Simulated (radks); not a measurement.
**Gd⁴⁺ in [Xe] 4f5.5 6p0.5: an all-electron calculation**

Wanted: eigenvalues, radial structure and energy terms of the gadolinium ion Gd4+.

The numbers are computed with radks (a radial shooting solver on a logarithmic mesh, Libxc functionals) version 1 (Dirac Kohn-Sham, PBEsol, spin-unpolarised, spherical densities, finite nucleus; open shells are shared between the two j in proportion to 2j + 1), except any that are marked as measured or tabulated.

## (1) The atom as given

- element: gadolinium (Z = 64)
- charge: +4
- electrons: 60
- configuration: [Xe] 4f5.5 6p0.5
- nuclear rms radius: 5.1569 fm

## (2) The calculation

Settings of this run:

```text
Z 64
configuration [Xe] 4f5.5 6p0.5 6s0 5d0 5f0 7p0
relativity Dirac
functional pbe_sol,pbe_sol
spin unpolarised
j_filling average
nucleus finite rms 5.1569 fm
c 137.035999084
```

Q: Predict the outcome of this run.

**Answer**, as computed:

```
                        quantity                   value
                    total energy     -11271.8069 hartree
exchange-correlation share of it                  2.16 %
                            −T/E                  1.0903
          highest occupied level       6p3/2, -26.617 eV
    most extended occupied level  6p3/2, <r> = 3.28 bohr
 radius at density 0.001 e/bohr³               3.76 bohr
    maxima of the radial density                       4
```

**Reading.** 6 principal shells are occupied and 4 maxima appear in the radial density; where shells overlap, one shows as a shoulder or not at all. Relativity lifts −T/E to 1.090. This is not the tabulated ground configuration, so its levels and sizes aren't those of the ground state, and no measured value stands beside it.
